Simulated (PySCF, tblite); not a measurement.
# CH7NPSi4 radical: geometry, infrared bands and EPR parameters

Wanted: the infrared bands and EPR parameters of CH7NPSi4 radical (`N#C[Si]1[SiH2][SiH](P)[SiH2]1`), by calculation.

Programs: tblite 0.8.0 and PySCF 2.14.0, with density-fitted response routines of our own. Each step states its level of theory. These are calculated values for one molecule in the gas phase, unless marked as measured. Atoms are numbered from 0 throughout.

## Step 1: Starting geometry

14 atoms, charge 0, multiplicity 2; geometry from: force field or distance geometry start.

Bonds of the start (Å): N0–C1 1.19, C1–Si2 1.80, Si2–Si3 2.26, Si3–Si4 2.24, Si4–P5 2.20, Si4–Si6 2.23, Si6–Si2 2.25, Si3–H7 1.47, Si3–H8 1.45, Si4–H9 1.47, P5–H10 1.45, P5–H11 1.47, Si6–H12 1.46, Si6–H13 1.47.

## Step 2: Relaxing the molecule with GFN2-xTB

The job: settings as JSON, then the geometry in Å.

```
{"job": {"kind": "relax", "xc": "GFN2-xTB", "basis": "xTB"}, "charge": 0, "multiplicity": 2}
N      4.043200     0.986600     1.230500
C      2.889400     0.712700     1.152100
Si     1.142900     0.275200     1.036500
Si    -0.014000     1.532200    -0.447700
Si    -1.146900    -0.340000    -0.933300
P     -2.744200    -0.728900     0.529300
Si     0.717200    -1.432700    -0.370600
H      0.813700     2.008900    -1.559100
H     -0.838400     2.527300     0.206600
H     -1.527600    -0.470800    -2.344900
H     -3.318900     0.521500     0.998000
H     -2.107400    -1.359100     1.700200
H      0.428200    -2.711800     0.273300
H      1.662200    -1.521400    -1.492900
```

On the command line:

```bash
$ OMP_NUM_THREADS=1 python probes_run.py task.json out
```

One launch serves the whole session: the jobs run in the order shown.

Log:

```text
step      E/eV     max force
  0    -485.90987    4.826
  1    -485.75957   13.535
  2    -486.37971    1.217
  3    -486.51519    1.056
  4    -486.87073    0.977
  5    -486.91973    0.682
  6    -486.97608    0.594
  7    -487.03257    0.744
  8    -487.08852    0.779
  9    -487.12811    0.591
 10    -487.15807    0.372
 11    -487.17166    0.382
 12    -487.18638    0.274
 13    -487.19536    0.270
 14    -487.20058    0.198
 15    -487.20337    0.123
 16    -487.20507    0.107
 17    -487.20694    0.159
 18    -487.20988    0.234
 19    -487.21479    0.290
 20    -487.22239    0.316
 21    -487.23163    0.295
 22    -487.24048    0.295
 23    -487.24790    0.292
 24    -487.25463    0.324
 25    -487.26131    0.313
 26    -487.26725    0.241
 27    -487.27228    0.179
 28    -487.27682    0.234
 29    -487.28369    0.266
 30    -487.29153    0.263
 31    -487.29732    0.200
 32    -487.30004    0.110
 33    -487.30076    0.141
 34    -487.30248    0.121
 35    -487.30404    0.167
 36    -487.30674    0.256
 37    -487.30969    0.284
 38    -487.31237    0.183
 39    -487.31351    0.109
 40    -487.31407    0.094
 41    -487.31470    0.085
 42    -487.31517    0.085
 43    -487.31543    0.046
 44    -487.31557    0.030
 45    -487.31569    0.037
 46    -487.31587    0.042
 47    -487.31611    0.038
 48    -487.31637    0.044
 49    -487.31664    0.057
 50    -487.31692    0.059
 51    -487.31723    0.051
 52    -487.31754    0.044
 53    -487.31781    0.040
 54    -487.31809    0.048
 55    -487.31851    0.068
 56    -487.31921    0.084
 57    -487.32027    0.096
 58    -487.32136    0.090
 59    -487.32218    0.057
 60    -487.32274    0.067
 61    -487.32321    0.053
 62    -487.32400    0.069
 63    -487.32527    0.097
 64    -487.32704    0.163
 65    -487.32874    0.136
 66    -487.33000    0.139
 67    -487.33064    0.181
 68    -487.33150    0.099
 69    -487.33231    0.079
 70    -487.33450    0.060
 71    -487.33598    0.078
 72    -487.33819    0.157
 73    -487.33961    0.094
 74    -487.34069    0.168
 75    -487.34147    0.127
 76    -487.34172    0.092
 77    -487.34196    0.037
 78    -487.34214    0.070
 79    -487.34238    0.041
 80    -487.34260    0.041
 81    -487.34304    0.072
 82    -487.34338    0.072
 83    -487.34365    0.049
 84    -487.34377    0.024
 85    -487.34385    0.024
 86    -487.34392    0.053
 87    -487.34403    0.047
 88    -487.34428    0.042
 89    -487.34446    0.036
 90    -487.34459    0.021
 91    -487.34465    0.014
 92    -487.34470    0.015
 93    -487.34475    0.022
 94    -487.34481    0.026
 95    -487.34489    0.026
 96    -487.34502    0.033
 97    -487.34519    0.043
 98    -487.34537    0.030
 99    -487.34548    0.039
100    -487.34552    0.011
101    -487.34554    0.012
102    -487.34556    0.016
103    -487.34562    0.024
104    -487.34571    0.028
105    -487.34583    0.022
106    -487.34592    0.014
107    -487.34595    0.010
108    -487.34596    0.009
```

It took 1.3 s on 1 thread of Arm Neoverse V1, shared host.

The steps of the relaxation: (not every step is listed) (the energy doesn't fall at every step)

| step | energy from step 0 (eV) | largest force (eV/Å) |
| --- | --- | --- |
| 0 | 0.0000 | 4.8255 |
| 1 | 0.1503 | 13.5347 |
| 2 | -0.4698 | 1.2170 |
| 3 | -0.6053 | 1.0558 |
| 4 | -0.9609 | 0.9769 |
| 5 | -1.0099 | 0.6821 |
| 6 | -1.0662 | 0.5943 |
| 7 | -1.1227 | 0.7436 |
| 8 | -1.1787 | 0.7788 |
| 17 | -1.2971 | 0.1585 |
| 26 | -1.3574 | 0.2406 |
| 35 | -1.3942 | 0.1673 |
| 44 | -1.4057 | 0.0300 |
| 53 | -1.4079 | 0.0400 |
| 62 | -1.4141 | 0.0688 |
| 71 | -1.4261 | 0.0783 |
| 80 | -1.4327 | 0.0408 |
| 89 | -1.4346 | 0.0356 |
| 98 | -1.4355 | 0.0297 |
| 103 | -1.4357 | 0.0244 |
| 104 | -1.4358 | 0.0280 |
| 105 | -1.4360 | 0.0217 |
| 106 | -1.4360 | 0.0136 |
| 107 | -1.4361 | 0.0100 |
| 108 | -1.4361 | 0.0095 |

Distances of close pairs at the start and the end, largest changes first:

| bond | before (Å) | after (Å) | change (Å) |
| --- | --- | --- | --- |
| Si3–Si4 | 2.242 | 2.381 | +0.140 |
| Si4–Si6 | 2.233 | 2.371 | +0.138 |
| Si2–Si6 | 2.253 | 2.359 | +0.105 |
| Si2–Si3 | 2.263 | 2.358 | +0.095 |
| P5–H11 | 1.474 | 1.380 | -0.094 |
| P5–H10 | 1.454 | 1.379 | -0.075 |
| C1–Si2 | 1.804 | 1.851 | +0.047 |
| Si4–P5 | 2.200 | 2.237 | +0.037 |

The next job starts from the end point, and lists it.

## Step 3: Infrared spectrum with GFN2-xTB

The job: settings as JSON, then the geometry in Å.

```
{"job": {"kind": "ir", "xc": "GFN2-xTB", "basis": "xTB"}, "charge": 0, "multiplicity": 2}
N      4.443786     1.092963     0.536764
C      3.335319     0.789506     0.631696
Si     1.572979     0.301709     0.919077
Si    -0.088231     1.687613    -0.019810
Si    -1.023928    -0.319959    -0.893883
P     -2.967771    -0.964530     0.006773
Si     0.747970    -1.669009    -0.080233
H      0.200381     2.735892    -1.005248
H     -0.876419     2.387337     1.007798
H     -1.304277    -0.373518    -2.338577
H     -3.504497     0.303418     0.079331
H     -2.513485    -0.897444     1.308385
H      0.444639    -2.699039     0.922599
H      1.532857    -2.375411    -1.096839
```

Log:

```text
mode    cm-1     km/mol
  1      24.8      5.46
  2      56.7     11.60
  3      59.1      0.88
  4      87.2      7.80
  5      96.3      2.43
  6     120.3      5.83
  7     207.3      0.71
  8     273.3      3.18
  9     277.5      7.49
 10     292.4      0.61
 11     314.9     15.76
 12     335.5     22.37
 13     356.1      4.62
 14     380.5      4.86
 15     380.6      4.35
 16     388.2      0.07
 17     420.6      7.24
 18     442.9     45.91
 19     502.5     17.43
 20     525.6     70.61
 21     571.7    274.57
 22     598.7    260.73
 23     659.0      4.67
 24     670.1      5.52
 25     733.0     69.33
 26     816.9    529.92
 27     833.8     15.06
 28    1167.9     12.00
 29    2127.4    150.41
 30    2155.7    246.54
 31    2178.2    326.71
 32    2194.2    225.30
 33    2206.8    192.96
 34    2236.5    403.70
 35    2317.9    145.28
 36    2412.0    116.85
```

Wall time 0.84 s (1 thread of Arm Neoverse V1, shared host).

Which atoms move in the most intense modes:

| cm⁻¹ | km/mol | atoms |
| --- | --- | --- |
| 572 | 274.6 | H9 60 %, H11 20 % |
| 599 | 260.7 | H8 27 %, H12 24 %, H7 13 %, H13 12 % |
| 817 | 529.9 | H12 32 %, H13 29 %, H8 18 %, H7 16 % |
| 2156 | 246.5 | H8 86 % |
| 2178 | 326.7 | H12 85 % |
| 2194 | 225.3 | H7 90 % |
| 2207 | 193.0 | H13 87 % |
| 2236 | 403.7 | C1 56 %, N0 42 % |

## Step 4: g tensor and hyperfine couplings: B3LYP/pcH-1

Settings changed since step 3:

```diff
@@ -1,2 +1,2 @@
-{"job": {"kind": "ir", "xc": "GFN2-xTB", "basis": "xTB"}, "charge": 0, "multiplicity": 2}
+{"job": {"kind": "epr", "basis": "pcH-1"}, "charge": 0, "multiplicity": 2}
 N      4.443786     1.092963     0.536764
```

Level: UKS B3LYP, pcH-1 on C H N P Si, non-relativistic, mean-field spin-orbit, GIAO.

Log:

```text
UKS, coarse grid
  cycle   1  E = -1596.34884428  |g| = 3.57e-01
  cycle   2  E = -1596.13254961  |g| = 7.22e-01
  cycle   3  E = -1596.39848199  |g| = 1.46e-01
  cycle   4  E = -1596.40586374  |g| = 5.21e-02
  cycle   5  E = -1596.40734049  |g| = 1.04e-02
  cycle   6  E = -1596.40742353  |g| = 3.56e-03
  cycle   7  E = -1596.40743491  |g| = 1.39e-03
  cycle   8  E = -1596.40743898  |g| = 6.24e-04
UKS, final grid
  cycle   1  E = -1596.40746035  |g| = 6.53e-04
  cycle   2  E = -1596.40746023  |g| = 9.01e-04
  cycle   3  E = -1596.40746076  |g| = 3.15e-04
  cycle   4  E = -1596.40746082  |g| = 1.30e-04
  cycle   5  E = -1596.40746086  |g| = 4.94e-05
  cycle   6  E = -1596.40746087  |g| = 1.47e-05
E = -1596.40746087 Eh   <S^2> = 0.7553 (exact 0.7500)
g shifts (ppm)      1          2          3
  rmc          -144       -144       -144
  gc             -3         45         45
  oz_so         797       1470       5002
  total         651       1371       4903
hyperfine (MHz)  atom isotope    a_iso     a_fc   dipolar eigenvalues
    0   14N       3.12       3.15     -6.39     -5.01     11.40
    1   13C     -11.04     -11.05     -7.61     -0.39      8.00
    2  29Si    -328.21    -329.10   -157.69     78.09     79.60
    3  29Si      -6.00      -5.98    -11.37      5.26      6.11
    4  29Si     -30.11     -30.08     -4.47      1.55      2.92
    5   31P      -8.05      -7.95    -14.58    -13.21     27.79
    6  29Si     -10.78     -10.76    -11.33      5.06      6.26
    7    1H      26.23      26.22     -2.08     -0.33      2.41
    8    1H      13.63      13.63     -1.94     -1.31      3.25
    9    1H       2.14       2.14     -0.86     -0.44      1.31
   10    1H      -1.38      -1.39     -1.10      0.04      1.06
   11    1H       1.91       1.90     -1.49      0.15      1.35
   12    1H      12.20      12.19     -1.99     -1.33      3.32
   13    1H      30.01      30.00     -2.13     -0.31      2.44
```

It took 2.8 min on 1 thread of Arm Neoverse V1, shared host; peak memory 1 GiB.

Principal g values 2.00297, 2.00369, 2.00722; g(iso) = 2.00463, against 2.00232 for a free electron.

Mean a(iso) over the nuclei that a row names, and the largest dipolar term of the row (other rows stand at the frozen geometry):

| nuclei | isotope | a(iso) (MHz) | a(iso) (G, at g = 2.0023) | largest dipolar term (MHz) |
| --- | --- | --- | --- | --- |
| Si2 | 29Si | -328.2 | -117.1 | -157.7 |
| Si4 | 29Si | -30.1 | -10.7 | -4.5 |
| H7, H13 | 1H | 28.1 | 10.0 | 2.4 |
| H8, H12 | 1H | 12.9 | 4.6 | 3.3 |
| C1 | 13C | -11.0 | -3.9 | 8.0 |
| Si3, Si6 | 29Si | -8.4 | -3.0 | -11.4 |
| P5 | 31P | -8.1 | -2.9 | 27.8 |
| N0 | 14N | 3.1 | 1.1 | 11.4 |
| H9 | 1H | 2.1 | 0.8 | 1.3 |
| H10, H11 | 1H | 0.3 | 0.1 | -1.5 |

Mulliken spin populations:

N0 0.13; C1 -0.09; Si2 0.85; Si3 0.01; Si4 0.01; P5 0.03; Si6 0.02; H7 0.01; H8 0.00; H9 0.00; H10 0.00; H11 0.00; H12 0.00; H13 0.02

In first order the couplings over 0.8 MHz of 1H, 31P, 14N give 108 distinct lines over 35.1 G, if the averaged nuclei exchange fast; the same motion can average rows kept apart here too.

Orbitals, density, ELF and potential are computed afterwards from the orbital file.

ELF in a plane through or near 6 of the atoms.

Ten even steps from ' ' (0.00) to '@' (1.00):
```
                                                        
                                                        
                                                        
                          ....::..                      
                      ..::--++##--                      
                    ..::::==##%%==                      
      ..::::::..    --++..**..**::    ==%%%%::          
    ::**##**++++==..**@@--++..++--  ..@@@@@@**          
    ++@@@@++%%++##++==%%@@==**%%==::--@@@@@@==          
  ..**@@%%..%%++####....++::--++++##++==##%%--..        
    ==%%%%##%%++%%**..::++..::--++%%==##::##**--        
      ==++==++++==--%%@@%%++####++**==++::@@@@##..      
        ....::..  ::%%%%..::--##::::++##@@@@@@##        
                  ..==----++..==    ::%%@@@@%%==        
                    ::----**%%==      --****::          
                    ....--##%%==                        
                        ..====::                        
                                                        
                                                        
                                                        
```
The map spans 14.4 Å across and 10.6 Å up, centred on the molecule. Atoms in the plane (x, y in Å): N0 (-4.6, 0.4), C1 (-3.5, 0.3), Si3 (-0.2, 1.7), P5 (3.1, -0.5), Si6 (-0.5, -1.8), H10 (3.4, 0.9).

log10 of the density (e/Å³) in the same plane.

Values, 10 rows by 14 columns:
```
-4.0 -4.0 -4.0 -4.0 -4.0 -4.0 -4.0 -4.0 -4.0 -4.0 -4.0 -4.0 -4.0 -4.0
-4.0 -4.0 -4.0 -4.0 -4.0 -3.1 -2.5 -2.4 -2.8 -3.8 -4.0 -4.0 -4.0 -4.0
-4.0 -4.0 -4.0 -3.7 -3.2 -2.1 -1.3 -0.9 -1.8 -2.9 -3.5 -4.0 -4.0 -4.0
-4.0 -2.9 -1.7 -1.6 -1.8 -1.3 -0.4  0.2 -1.2 -2.0 -1.6 -2.4 -3.7 -4.0
-4.0 -1.7  0.2  0.2 -0.2 -0.5 -0.3 -0.4 -0.8 -0.8  0.3 -1.5 -3.0 -3.7
-4.0 -1.8 -0.1  0.1 -0.1 -0.2 -0.5 -0.8 -0.5 -0.1  0.6 -1.1 -2.6 -3.7
-4.0 -3.3 -2.0 -1.7 -1.6 -0.7  0.2 -0.4 -1.0 -0.6 -0.3 -1.3 -2.7 -4.0
-4.0 -4.0 -4.0 -3.6 -2.6 -1.3 -0.4 -0.5 -1.8 -2.1 -1.8 -2.4 -3.7 -4.0
-4.0 -4.0 -4.0 -4.0 -3.3 -2.2 -1.5 -1.5 -2.5 -3.4 -3.5 -4.0 -4.0 -4.0
-4.0 -4.0 -4.0 -4.0 -4.0 -3.5 -3.0 -3.1 -3.7 -4.0 -4.0 -4.0 -4.0 -4.0
```
The map spans 14.4 Å across and 10.6 Å up, centred on the molecule. Atoms in the plane (x, y in Å): N0 (-4.6, 0.4), C1 (-3.5, 0.3), Si3 (-0.2, 1.7), P5 (3.1, -0.5), Si6 (-0.5, -1.8), H10 (3.4, 0.9).

On the surface of density 0.002 e/bohr³ the electrostatic potential runs, from the 1st to the 99th percentile, from -1.69 V near N0 to 1.58 V near H11.

The spin density lies nearest to Si2 61 %; N0 11 %; C1 7 % (both signs).

## Step 5: Summary of results

| quantity | value |
| --- | --- |
| strongest single infrared mode (GFN2-xTB) | 817 cm⁻¹, 530 km/mol |
| zero-point energy (GFN2-xTB) | 42.1 kcal/mol |
| g(iso) (B3LYP) | 2.00463 |
| ⟨S²⟩ | 0.755 (exact 0.75) |
| largest a(iso) (averaged by class) | 29Si on Si2, -328.2 MHz |
| potential on the surface of density 0.002 e/bohr³, 1st and 99th percentile | -1.69 V and 1.58 V |

In words: Over 108 steps the energy fell by 1.436 eV; of the close pairs, Si3–Si4 changed most, 2.242 to 2.381 Å. All 36 modes are real, so the xTB geometry is a minimum. The strongest single mode, at 817 cm⁻¹, is carried by H12, H13, H8, H7. GFN2-xTB is a fitted tight-binding method: band positions and strengths are rough. Its intensities can rank the bands wrongly. Si2 carries the largest spin population, 0.85 e. The isotropic g lies 2.3 ppt above the free-electron value. These values are for one conformer; the search (at its own cheap level) found 2 more, at 0.01, 1.36 kcal/mol (those within 0.05 may be mirror or relabelled copies), and measured spectra average over such forms.
